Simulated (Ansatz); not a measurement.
# CF₂GaN: how energies converge with the basis set

An exercise on one series of results from a longer session: the logs are not shown, and one member is left open.

Computed with Ansatz 0.2.0, Gaussian basis. Level: one geometry, several basis sets.

The runs, in order: PBE0-D4/def2-SVP; ωB97M-V/def2-SVP; PBE0-D4/def2-QZVPP; ωB97M-V/def2-QZVPP; the functionals' def2-TZVPP values are taken from earlier runs.

**The geometry**

An earlier PBE0-D4 in a triple-zeta def2 set relaxation fixed the geometry.

SMILES `N#[C][Ga]([F])[F]`, 5 atoms, charge 0, spin multiplicity 1.

Atoms are counted from 1 here; the program's logs count them from 0.

Bond lengths: N1–C2 1.151 Å, C2–Ga3 1.904 Å, Ga3–F4 1.725 Å, Ga3–F5 1.725 Å. Angles: N1–C2–Ga3 180.0°, C2–Ga3–F4 121.6°, C2–Ga3–F5 121.6°, F4–Ga3–F5 116.7°.

Set-up of the first run:

The input, in.yaml:

```yaml
crystal:
  periodic: [false, false, false]
  atoms:
    - {symbol: N, position_ang: [1.399896, -1.381479, 1.434637]}
    - {symbol: C, position_ang: [0.740041, -0.732650, 0.749909]}
    - {symbol: Ga, position_ang: [-0.351032, 0.340241, -0.382939]}
    - {symbol: F, position_ang: [-1.758028, -0.296321, -1.151611]}
    - {symbol: F, position_ang: [0.019024, 1.996610, -0.691494]}
basis:
  gaussian: {orbitals: def2-SVP}
hamiltonian: {xc: pbe0, dispersion: d4}
output: {orbitals: {seedname: orbitals}}
```

Run with:

```console
$ ansatz run in.yaml --threads 2 --pin off --events-out ev --progress --plain --max-ram 20480MiB --backend cpu
```

Among the steps run: PBE0-D4 in def2-SVP; ωB97M-V in def2-SVP; PBE0-D4 in def2-QZVPP; ωB97M-V in def2-QZVPP.

One table of the session follows, with a row left open; its other results are not shown here.

It belongs to the step «Functionals by basis». 

```
functional       basis  HOMO (eV)  LUMO (eV)
   PBE0-D4    def2-SVP          ?          ?
   PBE0-D4  def2-TZVPP     -10.84      -2.49
   PBE0-D4  def2-QZVPP     -10.86      -2.53
   ωB97M-V    def2-SVP     -13.10      -0.43
   ωB97M-V  def2-TZVPP     -13.19      -0.60
   ωB97M-V  def2-QZVPP     -13.22      -0.67
```

**Question.** Estimate the row for PBE0-D4, def2-SVP.

As computed: HOMO (eV): -10.79; LUMO (eV): -2.39. In the column «HOMO (eV)» it is the highest.
